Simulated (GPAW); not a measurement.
Crystal: HfB.

```
CELL_PARAMETERS angstrom
0.00000 2.31000 2.31000
2.31000 0.00000 2.31000
2.31000 2.31000 0.00000
ATOMIC_POSITIONS crystal
Hf 0.50000 0.50000 0.50000
B 0.00000 0.00000 0.00000
```

Base run:

* Program: GPAW 26.7.0
* Functional: PBEsol
* Potentials or basis: PAW data sets generated in the run's folder for this functional
* Cutoff: 800 eV
* Basis: pw
* k mesh: 10 × 10 × 10
* Occupations: gaussian, width 0.1 eV
* Spin: no spin polarisation

Its results: band gap on the k mesh none (metal or under the smearing width); pressure 25.5 GPa.

The run is repeated on the same cell with these changes: functional from PBEsol to LDA; potentials or basis from PAW data sets generated in the run's folder for this functional to the program's PAW data sets (release 1.2.1) made for this functional. What comes out?

Band gap on the k mesh none (metal or under the smearing width); pressure 19.7 GPa.

Caveats: so large a pressure means that the cell lies far from this level's equilibrium, or that cutoff or potentials fall short.

Not every run made on this cell is shown here.
